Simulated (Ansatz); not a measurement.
Crystal: Ta3N.

```
CELL_PARAMETERS angstrom
3.03222 0.00000 0.00000
-1.51611 2.62598 0.00000
0.00000 0.00000 7.52414
ATOMIC_POSITIONS crystal
Ta 0.66667 0.33333 0.82607
Ta 0.33333 0.66667 0.17393
Ta 0.00000 0.00000 0.50000
N 0.00000 0.00000 0.00000
```

The cell comes from a database or a generator and needn't be the stable form of this composition.

Base run:

* Program: Ansatz 0.2.0
* Functional: r2SCAN
* Potentials or basis: Ansatz PAW
* Cutoff: 500 eV (not typed: the program's choice for these potentials)
* k mesh: 7 × 7 × 3
* Occupations: fermi-dirac, width 0.05 eV
* Spin: no spin polarisation

Its results: band gap on the k mesh none (metal or under the smearing width); pressure -3.9 GPa; largest force 0.227 eV/Å.

After a change of settings the same cell gave: band gap on the k mesh none (metal or under the smearing width); pressure 7.3 GPa; largest force 0.128 eV/Å. Which change was it?
A. functional from r2SCAN to BLYP; cutoff from 500 eV (not typed: the program's choice for these potentials) to 420 eV (not typed: the program's choice for these potentials)
B. functional from r2SCAN to RPBE; cutoff from 500 eV (not typed: the program's choice for these potentials) to 420 eV (not typed: the program's choice for these potentials)
C. functional from r2SCAN to revPBE; cutoff from 500 eV (not typed: the program's choice for these potentials) to 420 eV (not typed: the program's choice for these potentials)
D. functional from r2SCAN to LDA; cutoff from 500 eV (not typed: the program's choice for these potentials) to 420 eV (not typed: the program's choice for these potentials); spin from no spin polarisation to spin-orbit coupling, no magnetisation; potential files from those of the base run to others of the same set

A.

Caveats: spin-orbit coupling is left out, which moves the levels of the heavy elements; the PAW data sets come from PBE, with cores solved anew for the run's functional, which leaves a small shift of forces and pressure.

Runs at the PBE level aren't shown here.
